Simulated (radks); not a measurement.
**Cu³⁺ in [Ne] 3s2 3p5 3d8 4f1: an all-electron calculation**

The task here is to estimate one member of a computed series from the others.

Method: scalar-relativistic Kohn-Sham, LDA (Slater exchange, VWN5 correlation), spin-unpolarised, spherical densities, finite nucleus. Code: radks (a radial shooting solver on a logarithmic mesh, Libxc functionals) version 1.

### The atom as given

* element: copper (Z = 29)
* charge: +3
* electrons: 26
* configuration: [Ne] 3s2 3p5 3d8 4f1
* nuclear rms radius: 3.8823 fm

The outer shells:

Cu³⁺
```
[Ne] core
3s [↑↓]
3p [↑↓][↑↓][↑ ]
3d [↑↓][↑↓][↑↓][↑ ][↑ ]
4f [↑ ][  ][  ][  ][  ][  ][  ]
```

Set-up of the first run:

Settings of this run:

```text
Z 29
configuration [Ne] 3s2 3p5 3d8 4f1 4s0 4p0 4d0 5f0
relativity scalar-relativistic
functional lda,vwn5
spin unpolarised
nucleus finite rms 3.8823 fm
c 137.035999084
```

The run is started by

```bash
python run_ks.py task.json out
```

This one command runs every case of the session in turn.

Among the steps run: Self-consistent calculation.

One of the session's tables, all rows but one given; the rest of the session is left out.

It belongs to the step «Shells». Sizes of the orbitals, from the radial functions (bohr):

```
level      <r>  outermost maximum (interpolated)  90 % within  nodes
   1s  0.05221                            0.0342       0.0933      0
   2s   0.2356                             0.197        0.365      1
   2p        ?                                 ?            ?      ?
   3s   0.6998                             0.610         1.05      2
   3p   0.7256                             0.613         1.11      1
   3d   0.8035                             0.574         1.34      0
   4s    1.928                              1.72         2.81      3
   4p    2.199                              1.94         3.24      2
   4d    3.018                              2.68         4.48      1
   4f    4.323                              3.87         6.31      0
   5f    7.652                              7.96         11.1      1
```

Estimate the missing values for 2p.

As computed: <r>: 0.2065; outermost maximum (interpolated): 0.158; 90 % within: 0.338; nodes: 0. In the column «<r>» it lies between 1s (0.05221) and 2s (0.2356).
